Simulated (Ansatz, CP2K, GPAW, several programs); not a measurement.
SnC3 (ordering on diamond): methods side by side

SnC3 as one 4-atom ordering (R3m) on the diamond lattice, relaxed with r2SCAN in Ansatz, was computed with several methods. The symmetry is R3m (No. 160, trigonal); a = 3.134 Å, c = 15.514 Å in the conventional setting, 11.00 Å³ an atom. Around C lie 3 C at 1.89 Å and 1 Sn at 2.16 Å; around C lie 1 C at 1.46 Å and 3 Sn at 2.06 Å; around C lie 4 C at 1.46–1.89 Å; around Sn lie 4 C at 2.06–2.16 Å. Spin-unpolarised throughout. Whether this structure exists isn't addressed.

```
C Sn
1.0
     1.56695    0.90468    5.17135
    -1.56695    0.90468    5.17135
     0.00000   -1.80936    5.17135
C Sn
3 1
Cartesian
  1.5669 0.9047 5.3926
  0.0000 0.0000 7.4087
  0.0000 0.0000 5.9470
  0.0000 0.0000 13.5726
```

Gaps and times are for a single point on this cell; volume and bulk modulus come from each method's own relaxation or energy curve at fixed shape, which is too stiff where a cell has free coordinates or axes. Times are rough, from shared hosts (Arm Neoverse V1), and each method has its own mesh and cell size. A double dagger marks a value from a curve with shape and coordinates held. Gaps from k meshes are read at a limited set of points (mesh, symmetry points, PBE's band edges), so each method's own least gap may be somewhat smaller. Minimal bases can be far off for gaps. Curves at held shape can't give the bulk modulus of a layered or molecular crystal, so none is listed. d marks a direct gap, i an indirect one (no mark: not told apart), a dash a value that wasn't computed or didn't pass its checks.

| method | kind | gap (eV) | own volume (Å³/atom) | bulk modulus (GPa) | atoms computed | processor time |
| --- | --- | --- | --- | --- | --- | --- |
| light PBE (260 eV and a coarse mesh) | light plane-wave | overlap 0.02 | – | – | 4 | 1.4 s |
| PBE/single zeta (GPAW) | small basis | 0.08 i | – | – | 4 | 12 s |
| PBE | semilocal | overlap 0.01 | 11.13 | – | 4 | 12 s |
| r2SCAN | semilocal | overlap 0.03 | 11.00 | – | 4 | 29 s |
| PBE/SZV (CP2K) | small basis | 1.10 d | 11.01‡ | – | 4 | 32 s |
| PBE/DZVP (CP2K) | small basis | 0.07 d | 11.19‡ | – | 4 | 73 s |

Volumes against r2SCAN's: PBE +1.3 %.

With PBE and r2SCAN the bands overlap or touch, or nearly. Semilocal functionals can close a real gap, so this doesn't show a metal; small gaps of other methods may in turn close between the points read or with spin-orbit coupling, and the solid may be a semimetal.

Spin-orbit coupling is left out, which matters wherever the heavy atoms make up the band edges.
